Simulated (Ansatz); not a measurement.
# Zr3ZnN2: the cost of one run

Computed with Ansatz 0.2.0 (DFT PBE, scalar-relativistic, plane waves, PAW, unless a step's input says otherwise).

## 1. The system as given

Symmetry: P6/mmm, No. 191, hexagonal system. The conventional cell has a = 4.373 Å, b = 4.373 Å, c = 5.415 Å, α = 90.00°, β = 90.00°, γ = 120.00°. Zr (site symmetry mmm) is surrounded by 2 Zn at 2.19 Å and 4 Zr at 2.19 Å. Zn (site symmetry 6/mmm) is surrounded by 2 N at 2.07 Å and 6 Zr at 2.19 Å. Around N (site symmetry 6mm) lie 1 N at 1.27 Å.

As a file:

```cif
data_structure
_symmetry_space_group_name_H-M 'P 1'
_symmetry_Int_Tables_number 1
_cell_length_a 4.3727
_cell_length_b 4.3727
_cell_length_c 5.4146
_cell_angle_alpha 90.000
_cell_angle_beta 90.000
_cell_angle_gamma 120.000
_cell_volume 89.66
loop_
_atom_site_label
_atom_site_type_symbol
_atom_site_fract_x
_atom_site_fract_y
_atom_site_fract_z
_atom_site_occupancy
Zr1 Zr 0.50000 0.00000 0.50000 1
Zr2 Zr 0.00000 0.50000 0.50000 1
Zr3 Zr 0.50000 0.50000 0.50000 1
Zn1 Zn 0.00000 0.00000 0.50000 1
N1 N 0.00000 0.00000 0.88305 1
N2 N 0.00000 0.00000 0.11695 1
```

A structure generator made this guess: random cell by space group and Wyckoff sites (P6/mmm, No. 191). The dimensions are guesses.

## 2. A first look at the guess

Input file input.yaml:

```yaml
crystal:
  lattice:
    - [4.37265084, 0.0, 0.0]
    - [-2.18632542, 3.78682671, 0.0]
    - [0.0, 0.0, 5.41464099]
  atoms:
    - { symbol: Zr, position: [0.5, 0.0, 0.5] }
    - { symbol: Zr, position: [0.0, 0.5, 0.5] }
    - { symbol: Zr, position: [0.5, 0.5, 0.5] }
    - { symbol: Zn, position: [0.0, 0.0, 0.5] }
    - { symbol: "N", position: [0.0, 0.0, 0.88305469] }
    - { symbol: "N", position: [0.0, 0.0, 0.11694531] }
basis:
  ecutwfc: 420
kpoints:
  mp_grid: { grid: [6, 6, 4] }
hamiltonian:
  xc: pbe
scf:
  occupations: { method: gaussian, width: 0.1 }
  lower_state_search: "off"
output:
  forces: true
  stress: true
  eigenvalues: true
```

Started as:

```
$ ansatz run input.yaml --threads 1 --pin off --max-ram 2560MiB --backend cpu --events-out ev --progress --plain --runs-dir out
```

Q: Estimate wall time and peak memory on 1 thread of Arm Neoverse V1, shared host.

About 5.9 s, with a peak of 0.38 GiB.
